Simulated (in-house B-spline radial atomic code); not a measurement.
**Hf¹⁰⁺: excited configurations**

How much energy does it take to promote electrons of Hf¹⁰⁺ to other shells? Each configuration is solved by itself and compared with the reference.

Program: in-house B-spline radial atomic code version 1. Level of theory: Dirac-Hartree-Fock, average of configuration, Fermi nucleus, basis-set limit. These are calculated values, not measurements, unless marked.

**1. What is computed**

```
element       : hafnium (Z = 72)
charge        : +10
electrons     : 62
configuration : [Kr] 4d10 4f12 5s2 5p2
Hamiltonian   : Dirac-Coulomb
nucleus       : Fermi, rms radius 5.347 fm
```

Outer shells as boxes (Hund's rule):

[Kr] 4d10 4f12 5s2 5p2
```
[Kr] core
4d [↑↓][↑↓][↑↓][↑↓][↑↓]
4f [↑↓][↑↓][↑↓][↑↓][↑↓][↑ ][↑ ]
5s [↑↓]
5p [↑ ][↑ ][  ]
```

The boxes only draw the lowest term's filling; these runs average over all states of the configuration.

Settings, as recorded:

```ini
Z = 72
electrons = 62.0
configuration = [Kr] 4d10 4f12 5s2 5p2
hamiltonian = dirac
method = hf
spin_polarised = False
nucleus = fermi
rms_radius = 5.347
mass_number = 180
atomic_mass = 179.946559537
speed_of_light = 137.035999084
```

This reference run was done before. Its total energy is -15058.544718 hartree, and its levels are (the highest eight at most):

| orbital | occupation | energy (eV) | <r> (bohr) |
| --- | --- | --- | --- |
| 4p3/2 | 4 | -586.52 | 0.5041 |
| 4d3/2 | 4 | -424.09 | 0.5220 |
| 4d5/2 | 6 | -412.70 | 0.5327 |
| 5s1/2 | 2 | -233.33 | 1.044 |
| 4f5/2 | 5.14286 | -210.61 | 0.5908 |
| 4f7/2 | 6.85714 | -208.59 | 0.5975 |
| 5p1/2 | 0.666667 | -203.46 | 1.109 |
| 5p3/2 | 1.33333 | -192.11 | 1.170 |

**2. Configuration [Kr] 4d9 4f12 5s2 5p2 6s1**

Settings, as recorded:

```ini
Z = 72
electrons = 62.0
configuration = [Kr] 4d9 4f12 5s2 5p2 6s1
hamiltonian = dirac
method = hf
spin_polarised = False
nucleus = fermi
rms_radius = 5.347
mass_number = 180
atomic_mass = 179.946559537
speed_of_light = 137.035999084
```

**3. Run with [Kr] 4d10 4f12 5s2 5p1 6g1**

Changes to the settings of step 2:

```diff
@@ -2,3 +2,3 @@
 electrons = 62.0
-configuration = [Kr] 4d9 4f12 5s2 5p2 6s1
+configuration = [Kr] 4d10 4f12 5s2 5p1 6g1
 hamiltonian = dirac
```

**4. [Kr] 4d10 4f11 5s2 5p2 8d1**

Changes to the settings of step 3:

```diff
@@ -2,3 +2,3 @@
 electrons = 62.0
-configuration = [Kr] 4d10 4f12 5s2 5p1 6g1
+configuration = [Kr] 4d10 4f11 5s2 5p2 8d1
 hamiltonian = dirac
```

**5. [Kr] 4d10 4f12 5s2 5p1 9d1**

Changes to the settings of step 4:

```diff
@@ -2,3 +2,3 @@
 electrons = 62.0
-configuration = [Kr] 4d10 4f11 5s2 5p2 8d1
+configuration = [Kr] 4d10 4f12 5s2 5p1 9d1
 hamiltonian = dirac
```

**6. Run with [Kr] 4d9 4f12 5s2 5p2 6p1**

Changes to the settings of step 5:

```diff
@@ -2,3 +2,3 @@
 electrons = 62.0
-configuration = [Kr] 4d10 4f12 5s2 5p1 9d1
+configuration = [Kr] 4d9 4f12 5s2 5p2 6p1
 hamiltonian = dirac
```

**7. [Kr] 4d10 4f11 5s2 5p2 9g1**

Changes to the settings of step 6:

```diff
@@ -2,3 +2,3 @@
 electrons = 62.0
-configuration = [Kr] 4d9 4f12 5s2 5p2 6p1
+configuration = [Kr] 4d10 4f11 5s2 5p2 9g1
 hamiltonian = dirac
```

How far above the reference does each configuration lie (order and size, in eV)?

**Answer**, as computed:

| net move | configuration | energy above the reference (eV) | with Breit, QED, recoil (eV) | largest <r> (bohr) |
| --- | --- | --- | --- | --- |
| 5p → 6g | [Kr] 4d10 4f12 5s2 5p1 6g1 | 148.73 | 148.53 | 3.85 |
| 4f → 8d | [Kr] 4d10 4f11 5s2 5p2 8d1 | 165.52 | 165.66 | 5.52 |
| 5p → 9d | [Kr] 4d10 4f12 5s2 5p1 9d1 | 166.21 | 166.02 | 7.46 |
| 4f → 9g | [Kr] 4d10 4f11 5s2 5p2 9g1 | 183.92 | 184.05 | 9.85 |
| 4d → 6s | [Kr] 4d9 4f12 5s2 5p2 6s1 | 293.02 | 292.89 | 1.94 |
| 4d → 6p | [Kr] 4d9 4f12 5s2 5p2 6p1 | 307.70 | 307.51 | 2.18 |

Quantum defects of the promoted electron, δ = n − ζ/√(−2ε) with ζ = 11 and ε its orbital energy in hartree:

| promotion | δ |
| --- | --- |
| 5p → 6g | 0.063 |
| 4f → 8d | 1.518 |
| 5p → 9d | 1.494 |
| 4f → 9g | 0.099 |
| 4d → 6s | 2.274 |
| 4d → 6p | 2.019 |

What this shows: The energies run from 148.73 eV (5p → 6g) to 307.70 eV (4d → 6p). Koopmans' estimate of the ionisation threshold is 192.11 eV; 2 configurations exceed it and could autoionise. The defect is largest for 6s (2.27) and least for 6g (0.06): low angular momentum penetrates the core, high angular momentum stays outside it. Two partly filled shells share a symmetry and can mix in the average, which may lower the energy, for: 4d → 6p. These are averages over configurations, without correlation, not spectroscopic levels.
